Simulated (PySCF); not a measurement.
# Cl6Ta ([TaCl6]-): the cost of one run

Computed with PySCF 2.14.0 and routines of our own; the level stands in each step. Atoms count from 0.

## 1. The starting structure

7 atoms, charge -1, multiplicity 1; geometry from: GFN2-xTB.

## 2. Optimising the geometry at PBE0-D3(BJ)/def2-SVP

What the job is given:

```
{"job": {"xc": "PBE0", "basis": "def2-SVP", "d3": "d3bj", "grid": 1, "maxiter": 30, "kind": "geom"}, "charge": -1, "multiplicity": 1}
Ta     0.000230     0.000150     0.000010
Cl    -0.007370     0.000390     2.357180
Cl     0.030560     0.018810    -2.356860
Cl     2.357080    -0.002360     0.013860
Cl    -2.356700    -0.017070    -0.024130
Cl    -0.019610     2.357100     0.013990
Cl    -0.004190    -2.357010    -0.004050
```

On the command line:

```console
$ OMP_NUM_THREADS=1 python heavy_run.py task.json out
```

This one command runs all jobs of the session in turn.

Q: Estimate the wall time and peak memory of this first job on 1 thread of Intel Xeon Platinum 8488C, shared host.

About 84 s, with a peak of 0.64 GiB.
